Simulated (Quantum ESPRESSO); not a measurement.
The system is MgBe5.

```
CELL_PARAMETERS angstrom
4.23603 0.00000 0.00000
-2.11802 3.66851 0.00000
0.00000 0.00000 3.42205
ATOMIC_POSITIONS crystal
Mg 0.00000 0.00000 0.00000
Be 0.33333 0.66667 0.00000
Be 0.66667 0.33333 0.00000
Be 0.50000 0.00000 0.50000
Be 0.50000 0.50000 0.50000
Be 0.00000 0.50000 0.50000
```

The cell was built by a generator and needn't be a form met in nature.

```yaml
Program: Quantum ESPRESSO 7.5
Task: relaxation of cell and atoms
Functional: LDA
Potentials_or_basis: PseudoDojo 0.4.1 SR LDA stringent
Cutoff: 1442 eV
Density_cutoff: 5769 eV
k_mesh: 4 × 4 × 4
Occupations: cold, width 0.05 eV
Spin: no spin polarisation
```

At the start: pressure 9.6 GPa; volume 8.86 Å³/atom.

Question: Where does the relaxation end?

Answer: Over 4 steps the energy falls by 21.6 meV/atom and the volume is 9.59 Å³/atom (+8.2 %); space group P6/mmm (No. 191, to 0.05 Å).

The path:
```tsv
step	energy change (eV)	largest force (eV/Å)	pressure (GPa)	volume (Å³)
1	0.0000	0.0000	9.56	53.18
2	-0.0121	0.0000	9.04	53.38
3	-0.1291	0.0000	0.43	57.34
4	-0.1296	0.0000	0.03	57.56
```

Final structure:
```
Mg Be
1.0
     4.33984    0.00000    0.00000
    -2.16992    3.75841    0.00000
     0.00000    0.00000    3.52904
Mg Be
1 5
Direct
  0.00000 0.00000 0.00000
  0.33333 0.66667 0.00000
  0.66667 0.33333 0.00000
  0.50000 0.00000 0.50000
  0.50000 0.50000 0.50000
  0.00000 0.50000 0.50000
```

Caveat: the k mesh is coarse (spacing up to 0.46 Å⁻¹), so the values aren't converged.
